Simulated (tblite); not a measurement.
# C8H13BO: the cost of one run

Programs: tblite 0.8.0 and PySCF 2.14.0, with density-fitted response routines of our own. Each step states its level of theory. These are calculated values for one molecule in the gas phase, unless marked as measured. Atoms count from 0, in the outputs and in this text.

**1. Starting geometry**

23 atoms, charge 0, multiplicity 1; geometry from: force field or distance geometry start.

Bonds of the start (Å): C0–C1 1.30, C1–B2 1.59, B2–C3 1.60, C1–C4 1.43, C4–C5 1.39, C4–C6 1.42, C6–C7 1.31, C7–O8 1.40, O8–C9 1.38, C0–H10 1.06, C0–H11 1.13, B2–H12 1.20, C3–H13 1.12, C3–H14 1.10, C3–H15 1.11, C5–H16 1.08, C5–H17 1.07, C6–H18 1.12, C7–H19 1.06, C9–H20 1.10, C9–H21 1.12, C9–H22 1.11.

**2. Geometry optimisation with GFN2-xTB**

Job settings and geometry (Å):

```
{"job": {"kind": "relax", "xc": "GFN2-xTB", "basis": "xTB"}, "charge": 0, "multiplicity": 1}
C     -1.595500    -0.690800     0.995600
C     -1.250900     0.162400     0.075300
B     -2.477900     0.785000    -0.727100
C     -3.535500    -0.243400    -1.333700
C      0.036900     0.633900    -0.324800
C     -0.026000     1.552200    -1.363700
C      1.362400     0.359400     0.095200
C      1.812300    -0.437300     1.034200
O      3.174200    -0.586900     1.312200
C      4.149300    -0.803700     0.359600
H     -1.028800    -1.259400     1.682500
H     -2.707600    -0.872000     1.101100
H     -2.980700     1.695000    -0.135600
H     -4.352200    -0.475900    -0.608500
H     -3.054600    -1.151800    -1.719800
H     -4.068300     0.208800    -2.198000
H      0.892200     1.977100    -1.745300
H     -0.983900     1.819900    -1.751900
H      2.182400     0.907900    -0.432900
H      1.134500    -1.011700     1.612400
H      5.164400    -0.881600     0.771000
H      4.172600     0.054900    -0.353500
H      3.976200    -1.715200    -0.242300
```

On the command line:

```sh
> OMP_NUM_THREADS=1 python probes_run.py task.json out
```

This one command runs all jobs of the session in turn.

Q: Estimate the wall time and peak memory of this first job on 1 thread of Arm Neoverse N1, shared host.

About 2.8 s, with a peak of 0.19 GiB.
